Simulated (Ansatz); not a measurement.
## CdBr under changes of volume

One of the cells (27.394 Å³/atom); the others are scaled copies at fixed shape and fractional positions:

```
Cd Br
1.0
     3.36323    0.00000    0.00000
     0.00000    3.36323    0.00000
     0.00000    0.00000    4.84371
Cd Br
1 1
Cartesian
  0.0000 0.0000 0.0000
  1.6816 1.6816 2.4219
```

The cell was built by a generator and needn't be a form met in nature.

```yaml
Program: Ansatz 0.2.0
Functional: PBE
Potentials_or_basis: all-electron LAPW, scalar-relativistic
Cutoff: 180 eV (chosen from the basis error)
Basis_error_allowed: 0.0005 eV/atom
k_mesh: 8 × 8 × 6
Occupations: fermi-dirac, width 0.05 eV
Spin: no spin polarisation
```

| volume (Å³/atom) | energy over the lowest point (meV/atom) | pressure (GPa) |
| --- | --- | --- |
| 25.751 | 9.76 | 2.1 |
| 26.299 | 4.05 | 1.3 |
| 26.847 | ? | ? |
| 27.394 | 0.00 | 0.0 |
| 27.942 | 1.09 | -0.5 |
| 28.490 | 3.93 | -1.0 |
| 29.038 | 8.31 | -1.4 |

Problem. What does the run at 26.847 Å³/atom give?

Solution. Energy over the lowest point 0.90 meV/atom; pressure 0.6 GPa.

Worked out: A Birch-Murnaghan fit of order 3 (a polynomial in V^(-2/3)) to the other rows has its minimum at 27.36 Å³/atom with B0 = V·E''(V) = 29 GPa and B' = 5.3 at fixed shape and positions, which overstates the stiffness. It gives 0.90 meV/atom at 26.847 Å³/atom, against the run's 0.90, and -dE/dV = 0.6 GPa, against 0.6.

Energies are extrapolated to zero smearing.

Caveats: an odd number of electrons without spin polarisation forces a metal; a magnetic or distorted state may lie lower.
